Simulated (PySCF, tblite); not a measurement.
**C5H11OSi radical: geometry, infrared bands and EPR parameters**

What infrared bands and EPR parameters should C5H11OSi radical (`C=[C]O[SiH2]CCC`) show?

Computed with tblite 0.8.0 and PySCF 2.14.0, with density-fitted response routines of our own, on a single molecule in the gas phase. Atoms are numbered from 0 throughout.

**1. The molecule as given**

18 atoms, charge 0, multiplicity 2; geometry from: force field or distance geometry start.

Bonds of the start (Å): C0–C1 1.33, C1–O2 1.37, O2–Si3 1.75, Si3–C4 1.86, C4–C5 1.51, C5–C6 1.53, C0–H7 1.07, C0–H8 1.07, Si3–H9 1.50, Si3–H10 1.46, C4–H11 1.12, C4–H12 1.11, C5–H13 1.10, C5–H14 1.11, C6–H15 1.11, C6–H16 1.11, C6–H17 1.10.

**2. Geometry optimisation with GFN2-xTB**

Job settings and geometry (Å):

```
{"job": {"kind": "relax", "xc": "GFN2-xTB", "basis": "xTB"}, "charge": 0, "multiplicity": 2}
C      3.284900     0.898000    -0.285000
C      2.273600     1.264600     0.504900
O      1.413200     0.283200     0.922200
Si     0.744900    -0.749900    -0.323100
C     -1.005000    -1.126400     0.170900
C     -2.031000    -0.504100    -0.748300
C     -1.805400     1.011200    -0.688200
H      3.967300     1.666000    -0.596800
H      3.414300    -0.113600    -0.610600
H      1.463100    -2.059900    -0.381700
H      0.860100    -0.166600    -1.659900
H     -1.196400    -0.731500     1.196300
H     -1.110300    -2.233700     0.234400
H     -3.041400    -0.734200    -0.373600
H     -1.913100    -0.834900    -1.806200
H     -2.474900     1.420700     0.094600
H     -2.116000     1.498100    -1.640300
H     -0.736800     1.219200    -0.550900
```

Started as:

```
$ OMP_NUM_THREADS=1 python probes_run.py task.json out
```

This one command runs all jobs of the session in turn.

**Question.** This job is followed by: GFN2-xTB harmonic vibrations, gas phase; UKS B3LYP, pcH-1 on C H O Si, non-relativistic, mean-field spin-orbit, GIAO. What will the session give for the following? strongest single infrared mode (GFN2-xTB); zero-point energy (GFN2-xTB); g(iso) (B3LYP); ⟨S²⟩; largest a(iso) (averaged by class); potential on the surface of density 0.002 e/bohr³, 1st and 99th percentile.

The runs gave:

| quantity | value |
| --- | --- |
| strongest single infrared mode (GFN2-xTB) | 2225 cm⁻¹, 448 km/mol |
| zero-point energy (GFN2-xTB) | 89.0 kcal/mol |
| g(iso) (B3LYP) | 2.00230 |
| ⟨S²⟩ | 0.757 (exact 0.75) |
| largest a(iso) (averaged by class) | 13C on C1, 448.6 MHz |
| potential on the surface of density 0.002 e/bohr³, 1st and 99th percentile | -0.84 V and 1.38 V |

The optimisation took 99 steps and gained 0.958 eV; among the close pairs (by a distance rule), O2–Si3 changed most, from 1.751 to 1.647 Å. All 48 modes are real, so the xTB geometry is a minimum. The strongest single mode, at 2225 cm⁻¹, moves mainly H10 and H9. GFN2-xTB is a fitted tight-binding method: band positions and strengths are rough. Its intensities can rank the bands wrongly. Most of the unpaired spin sits on C1 (0.91 e). The isotropic g lies 0.0 ppt below the free-electron value. These values are for one conformer; the search (at its own cheap level) found 2 more, at 0.06, 0.24 kcal/mol, and measured spectra average over such forms.
